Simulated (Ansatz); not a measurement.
# Ga: the cost of one run

Method: DFT LDA, scalar-relativistic, in Ansatz 0.2.0.

### 1 The structure to begin with

The structure is tetragonal, space group I4/mmm (No. 139). The conventional cell has a = 2.808 Å, b = 2.808 Å, c = 4.458 Å, α = 90.00°, β = 90.00°, γ = 90.00°. Around Ga (site symmetry 4/mmm) lie 12 Ga at 2.81 to 2.99 Å.

Coordinates:

```
CELL_PARAMETERS angstrom
-1.40400 1.40400 2.22900
1.40400 -1.40400 2.22900
1.40400 1.40400 -2.22900
ATOMIC_POSITIONS crystal
Ga 0.00000 0.00000 0.00000
```

### 2 Volume × 0.94, LAPW

Contents of input.yaml:

```yaml
crystal:
  lattice:
    - [-1.3753388966, 1.3753388966, 2.1834974363]
    - [1.3753388966, -1.3753388966, 2.1834974363]
    - [1.3753388966, 1.3753388966, -2.1834974363]
  atoms:
    - { symbol: Ga, position: [0.0, 0.0, 0.0] }
kpoints:
  mp_grid: { grid: [14, 14, 16] }
  band_path:
    path:
      - [0.0, 0.0, 0.0]
      - [0.0, 0.0, 0.5]
      - [0.25, 0.25, 0.25]
      - [0.0, 0.5, 0.0]
      - [0.0, 0.0, 0.0]
      - [0.5, 0.5, -0.5]
      - [0.3491868475, 0.6508131525, -0.3491868475]
      - [-0.3491868475, 0.3491868475, 0.3491868475]
      - [0.0, 0.0, 0.0]
    npoints: 5
scf:
  occupations: { method: fermi_dirac, width: 0.05 }
hamiltonian:
  xc: lda
  pseudopotentials: { kind: all_electron, lapw: { basis_error: 0.00025 } }
output:
  forces: true
  stress: true
  eigenvalues: true
```

The run is started by

```
ansatz run input.yaml --threads 1 --pin off --max-ram 3072MiB --backend cpu --events-out ev --progress --plain --runs-dir out
```

What time and memory should one allow on 1 thread of Arm Neoverse N1, shared host?

About 2 min, with a peak of 0.92 GiB.
